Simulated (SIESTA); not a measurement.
GeCN2 under changes of volume

One of the cells (13.990 Å³/atom); the others are scaled copies at fixed shape and fractional positions:

```
CELL_PARAMETERS angstrom
1.80567 1.04250 4.95455
-1.80567 1.04250 4.95455
0.00000 -2.08501 4.95455
ATOMIC_POSITIONS crystal
Ge 0.00000 0.00000 0.00000
N 0.58390 0.58390 0.58390
N 0.41610 0.41610 0.41610
C 0.50000 0.50000 0.50000
```

The cell comes from a database or a generator and needn't be the stable form of this composition.

| Item | Value |
| --- | --- |
| Program | SIESTA 5.4.2 |
| Functional | PBEsol |
| Potentials or basis | PseudoDojo 0.4 standard (PBEsol files) |
| Basis | DZP (energy shift 0.003 Ry; two zetas on semicore shells) |
| Grid cutoff | 800 Ry |
| Energy shift | 0.003 Ry |
| k mesh | 9 × 9 × 9 |
| Occupations | fermi-dirac, width 0.05 eV |
| Spin | no spin polarisation |

| volume (Å³/atom) | energy over the lowest point (meV/atom) | pressure (GPa) | gap on the mesh (eV) | largest force (eV/Å) |
| --- | --- | --- | --- | --- |
| 12.893 | 32.25 | 11.2 | 0.91 | 4.111 |
| 13.167 | ? | ? | ? | ? |
| 13.441 | 5.83 | 4.5 | 1.01 | 2.651 |
| 13.990 | 0.00 | -0.9 | 1.09 | 1.373 |
| 14.264 | 3.65 | -3.3 | 1.13 | 0.794 |
| 14.538 | 11.07 | -5.4 | 1.17 | 0.252 |

What does the run at 13.167 Å³/atom give?

Energy over the lowest point 16.19 meV/atom; pressure 7.7 GPa; gap on the mesh 0.96 eV; largest force 3.355 eV/Å.

Worked out: A Birch-Murnaghan fit of order 3 (a polynomial in V^(-2/3)) to the other rows has its minimum at 13.89 Å³/atom with B0 = V·E''(V) = 129 GPa and B' = 4.1 at fixed shape and positions, which overstates the stiffness. It gives 16.20 meV/atom at 13.167 Å³/atom, against the run's 16.19, and -dE/dV = 7.7 GPa, against 7.7. A straight line through the other rows of the gap, of slope 2.14 eV per unit of ln V, gives 0.96 eV, against the run's 0.96.

Energies are extrapolated to zero smearing.

Caveats: an odd mesh through Γ misses points on the zone boundary, where band edges often lie; the basis of atomic orbitals isn't converged, which shifts pressures, moduli and gaps; forces of over 1 eV/Å show positions far from the minimum, so gaps and moduli don't describe the material at rest (some runs). Spin-orbit coupling on Ge is left out.
